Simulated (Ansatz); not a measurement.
# CH5ClNSi radical: a ladder of functionals and wavefunction methods

The task here is to estimate one member of a computed series from the others.

Computed with Ansatz 0.2.0, Gaussian basis. Level: functionals in def2-TZVPP, the program's frozen cores in correlated methods.

The runs, in order: LDA (SPW92), PBE-D4, revPBE-D4, BLYP-D4, r2SCAN-D4, B97M-V, PBE0-D4, B3LYP-D4, r2SCANh-D4, r2SCAN0-D4, HSE06-D4, BHLYP-D4, CAM-B3LYP-D4, LC-ωPBE, ωB97X-V, ωB97M-V, B2PLYP, PBE-QIDH; CCSD(T)/def2-SVP; CCSD(T)/def2-TZVPP; MP2/def2-QZVPP; extrapolation to the limit; RPA on PBE.

## The geometry

All runs share one geometry, relaxed beforehand with PBE0-D4 in a triple-zeta def2 set.

SMILES `C[N][SiH2]Cl`, 9 atoms, charge 0, spin multiplicity 2.

Atoms are counted from 1 here; the program's logs count them from 0.

Bond lengths: C1–N2 1.421 Å, C1–H5 1.100 Å, C1–H6 1.103 Å, C1–H7 1.095 Å, N2–Si3 1.730 Å, Si3–Cl4 2.044 Å, Si3–H8 1.485 Å, Si3–H9 1.486 Å. Angles: N2–C1–H5 115.6°, N2–C1–H6 107.9°, N2–C1–H7 110.9°, H5–C1–H6 106.4°, H5–C1–H7 109.5°, H6–C1–H7 106.0°, C1–N2–Si3 121.0°, N2–Si3–Cl4 109.2°, N2–Si3–H8 109.2°, N2–Si3–H9 111.6°, Cl4–Si3–H8 108.1°, Cl4–Si3–H9 107.8°, H8–Si3–H9 110.9°.

The first run:

Input file in.yaml:

```yaml
crystal:
  periodic: [false, false, false]
  atoms:
    - {symbol: C, position_ang: [0.493751, 1.341524, 0.140487]}
    - {symbol: N, position_ang: [0.628773, -0.021010, 0.521769]}
    - {symbol: Si, position_ang: [-0.415641, -1.237400, -0.129180]}
    - {symbol: Cl, position_ang: [0.319507, -3.082479, 0.354521]}
    - {symbol: H, position_ang: [0.134306, 1.514180, -0.884288]}
    - {symbol: H, position_ang: [-0.244689, 1.810035, 0.812691]}
    - {symbol: H, position_ang: [1.430930, 1.885366, 0.295301]}
    - {symbol: H, position_ang: [-1.762412, -1.101425, 0.482250]}
    - {symbol: H, position_ang: [-0.495926, -1.155191, -1.610651]}
basis:
  gaussian: {orbitals: def2-TZVPP}
magnetization: {spin_polarized: true, initial_magnetization: 1}
hamiltonian: {xc: lda}
output: {orbitals: {seedname: orbitals}}
```

Steps of the session up to this table: LDA; PBE-D4 (GGA); revPBE-D4 (GGA); BLYP-D4 (GGA); r2SCAN-D4 (meta-GGA); B97M-V (meta-GGA); PBE0-D4 (hybrid); B3LYP-D4 (hybrid); r2SCANh-D4 (hybrid); r2SCAN0-D4 (hybrid); HSE06-D4 (hybrid); BHLYP-D4 (hybrid); CAM-B3LYP-D4 (range-separated); LC-ωPBE-D4 (range-separated; the results give it without D4); ωB97X-V (range-separated); ωB97M-V (range-separated); B2PLYP (double hybrid); PBE-QIDH (double hybrid).

One of the session's tables, all rows but one given; the rest of the session is left out.

It belongs to the step «Orbital energies across the functionals». 

```
  functional  HOMO (eV)  LUMO (eV)  gap (eV)
 LDA (SPW92)      -6.02      -5.09      0.93
      PBE-D4      -6.00      -4.63      1.37
   revPBE-D4      -5.96      -4.51      1.45
     BLYP-D4      -5.90      -4.57      1.33
   r2SCAN-D4      -6.30      -4.07      2.23
      B97M-V      -6.46      -4.22      2.24
     PBE0-D4      -7.44      -3.25      4.19
    B3LYP-D4      -7.21      -3.67      3.55
  r2SCANh-D4      -6.83      -3.58      3.25
  r2SCAN0-D4      -7.64      -2.85      4.79
    HSE06-D4      -7.04      -3.65      3.39
    BHLYP-D4      -8.82      -1.85      6.96
CAM-B3LYP-D4          ?          ?         ?
     LC-ωPBE     -10.29      -0.72      9.56
     ωB97X-V      -9.91      -1.09      8.82
     ωB97M-V      -9.79      -1.20      8.59
```

Q: Estimate the row for CAM-B3LYP-D4 from the others.

As computed: HOMO (eV): -8.88; LUMO (eV): -2.12; gap (eV): 6.76. In the column «HOMO (eV)» it lies between ωB97M-V (-9.79) and BHLYP-D4 (-8.82).
